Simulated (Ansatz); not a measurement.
# BClH3NSi: ionisation energy by level of theory

The task here is to estimate one member of a computed series from the others.

Program: Ansatz 0.2.0, Gaussian basis. Level of theory: unrestricted cation, the program's frozen cores in correlated methods. These are calculated values, not measurements.

Plan: UKS PBE-D4/def2-TZVPP; UKS r2SCAN-D4/def2-TZVPP; UKS PBE0-D4/def2-TZVPP; UKS B3LYP-D4/def2-TZVPP; UKS wB97X-V/def2-TZVPP; UKS wB97M-V/def2-TZVPP; UKS B2PLYP/def2-TZVPP; UHF-CCSD(T)/def2-TZVPP; UHF-MP2/def2-QZVPP; extrapolation to the limit; then −ε(HOMO) from the neutral's earlier runs with LDA (SPW92), PBE-D4, revPBE-D4, BLYP-D4, r2SCAN-D4, B97M-V, PBE0-D4, B3LYP-D4, r2SCANh-D4, r2SCAN0-D4, HSE06-D4, BHLYP-D4, CAM-B3LYP-D4, LC-ωPBE, ωB97X-V, ωB97M-V.

## The geometry

An earlier PBE0-D4 in a triple-zeta def2 set relaxation fixed the geometry.

SMILES `ClB1N[SiH2]1`, 7 atoms, charge 0, spin multiplicity 1.

Atoms are counted from 1 here; the program's logs count them from 0.

Bond lengths: Cl1–B2 1.734 Å, B2–N3 1.377 Å, B2–Si4 1.920 Å, N3–Si4 1.762 Å, N3–H5 1.009 Å, Si4–H6 1.485 Å, Si4–H7 1.485 Å. Angles: Cl1–B2–N3 135.9°, Cl1–B2–Si4 162.0°, N3–B2–Si4 62.0°, B2–N3–Si4 74.3°, B2–N3–H5 138.4°, Si4–N3–H5 147.3°, B2–Si4–N3 43.7°, B2–Si4–H6 125.2°, B2–Si4–H7 125.2°, N3–Si4–H6 115.5°, N3–Si4–H7 115.5°, H6–Si4–H7 109.6°.

The first run:

Contents of in.yaml:

```yaml
crystal:
  periodic: [false, false, false]
  atoms:
    - {symbol: Cl, position_ang: [-0.214857, -2.313216, 1.558393]}
    - {symbol: B, position_ang: [-0.088679, -0.856130, 0.626122]}
    - {symbol: N, position_ang: [0.229678, -0.538482, -0.675407]}
    - {symbol: Si, position_ang: [-0.108309, 0.996142, 0.120829]}
    - {symbol: H, position_ang: [0.494083, -1.014199, -1.525004]}
    - {symbol: H, position_ang: [-1.294825, 1.732115, -0.385018]}
    - {symbol: H, position_ang: [1.044109, 1.925870, 0.234385]}
basis:
  gaussian: {orbitals: def2-TZVPP}
total_charge: 1
magnetization: {spin_polarized: true, initial_magnetization: 1}
hamiltonian: {xc: pbe, dispersion: d4}
```

Started as:

```console
$ ansatz run in.yaml --threads 2 --pin off --events-out ev --progress --plain --max-ram 4352MiB
```

Steps of the session up to this table: Cation, UKS PBE-D4/def2-TZVPP; Cation, UKS r2SCAN-D4/def2-TZVPP; Cation, UKS PBE0-D4/def2-TZVPP; Cation, UKS B3LYP-D4/def2-TZVPP; Cation, UKS wB97X-V/def2-TZVPP; Cation, UKS wB97M-V/def2-TZVPP; Cation, UKS B2PLYP (frozen core)/def2-TZVPP; Cation, UHF-CCSD(T)/def2-TZVPP; Cation, UHF-MP2/def2-QZVPP.

One table of the session follows, with a row left open; its other results are not shown here.

For comparison, −ε(HOMO) of the neutral from earlier runs:

```
  functional  −ε(HOMO) (eV)
 LDA (SPW92)           6.24
      PBE-D4           6.13
   revPBE-D4           6.09
     BLYP-D4           5.99
   r2SCAN-D4           6.36
      B97M-V           6.43
     PBE0-D4           7.26
    B3LYP-D4           7.06
  r2SCANh-D4           6.77
  r2SCAN0-D4           7.40
    HSE06-D4           6.86
    BHLYP-D4           8.28
CAM-B3LYP-D4           8.55
     LC-ωPBE           9.86
     ωB97X-V              ?
     ωB97M-V           9.33
```

Estimate the missing values for ωB97X-V.

The run gave: −ε(HOMO) (eV): 9.53. In the column «−ε(HOMO) (eV)» it lies between ωB97M-V (9.33) and LC-ωPBE (9.86).

To keep in mind: The cation may have settled in a state other than its lowest; no search over hole states beyond the program's own was made.
